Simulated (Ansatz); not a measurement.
# MoNH+ (sextet): wave-function methods side by side at a displaced geometry (v2), def2-SVP

An exercise on one series of results from a longer session: the logs are not shown, and one member is left open.

Method: def2-SVP, core rule «outside noble gas», up to 5 orbitals frozen; program: Ansatz 0.2.0, Gaussian basis.

To be run: UHF; CCSD(T) on ROHF; CCSD(T) on UHF; CISD as a restricted active space (open shells left free, so some higher excitations enter); CCSDT(Q) on ROHF; CCSDT(Q) on UHF; CASSCF and MRCISD+Q, 11 electrons in 11 orbitals; CASSCF and NEVPT2, 11 electrons in 11 orbitals.

13 further runs of the same task are left out: 7 that didn't finish, 6 set aside as unsound or not needed. Runs told in other sessions of the task aren't counted.

### The geometry

The geometry is a PBE0/def2-TZVP stationary point (not a proven minimum) with its atoms shifted at random (size 0.100 Å). No spin-orbit coupling is included. Elements past krypton take def2 core potentials.

3 atoms, charge 1, spin multiplicity 6.

Atoms are counted from 1 here; the program's logs count them from 0.

Bond lengths: Mo1–N2 1.914 Å, N2–H3 1.033 Å. Angles: Mo1–N2–H3 170.6°.

Set-up of the first run:

File in.yaml:

```yaml
crystal:
  periodic: [false, false, false]
  atoms:
    - {symbol: Mo, position_ang: [0.084376, 0.005225, 1.614498]}
    - {symbol: N, position_ang: [-0.080498, 0.013599, -0.292609]}
    - {symbol: H, position_ang: [-0.003878, -0.018825, -1.321889]}
basis:
  gaussian: {orbitals: def2-SVP}
total_charge: 1
magnetization: {spin_polarized: true, initial_magnetization: 5}
hamiltonian: {xc: hf}
output: {orbitals: {seedname: orbitals}}
```

Started as:

```console
$ ansatz run in.yaml --threads 1 --pin off --events-out ev --progress --plain --max-ram 2393MiB
```

Steps of the session up to this table: UHF; CCSD(T) on ROHF; CCSD(T) on UHF; CISD as a restricted active space (open shells left free, so some higher excitations enter); CCSDT(Q) on ROHF; CCSDT(Q) on UHF; CASSCF and MRCISD+Q, 11 electrons in 11 orbitals; CASSCF and NEVPT2, 11 electrons in 11 orbitals.

One table of the session follows, with a row left open; its other results are not shown here.

| method | from RCCSDT(Q) (meV) |
| --- | --- |
| ROHF | +7181.5 |
| UHF | ? |
| RMP2 | +1517.4 |
| UMP2 | +1830.3 |
| RCCSD | +765.2 |
| UCCSD | +673.6 |
| RCCSD(T) | +394.7 |
| UCCSD(T) | +377.5 |
| RCCSDT | +102.3 |
| UCCSDT | +50.1 |
| RCCSDT(Q) | 0 |
| UCCSDT(Q) | -66.7 |
| CASSCF valence | +4423.2 |
| NEVPT2 valence | +959.1 |
| MRCISD valence | +329.7 |
| MRCISD+Q valence | +94.2 |

Q: Estimate the row for UHF from the others.

The run gave: from RCCSDT(Q) (meV): +6786.0. In the column «from RCCSDT(Q) (meV)» it lies between CASSCF valence (+4423.2) and ROHF (+7181.5).

Not comparable, so not listed: CISD as a restricted active space (open shells left free, so some higher excitations enter) (they don't share determinant, frozen orbitals or solution with the rows shown, or repeat one).

Limits of these values: The determinant of CCSD(T) (⟨S²⟩ 9.28) is far from a pure spin state, so its energy mixes those of several spin states; high orders of coupled cluster remove much of that, low ones don't. The report flags that the cluster equations may have other roots. The determinant of CCSDT(Q) (⟨S²⟩ 9.28) is far from a pure spin state, so its energy mixes those of several spin states; high orders of coupled cluster remove much of that, low ones don't. The program flags RCCSDT(Q), UCCSDT(Q) as in doubt, so the zero of the table is itself unsure. Warnings: spin contamination; coupled cluster took another determinant than the lowest; large T1 diagnostic. Restricted and unrestricted rows rest on different reference determinants; a gap between their highest levels can come from leftover correlation error, from unlike frozen cores or from another state.
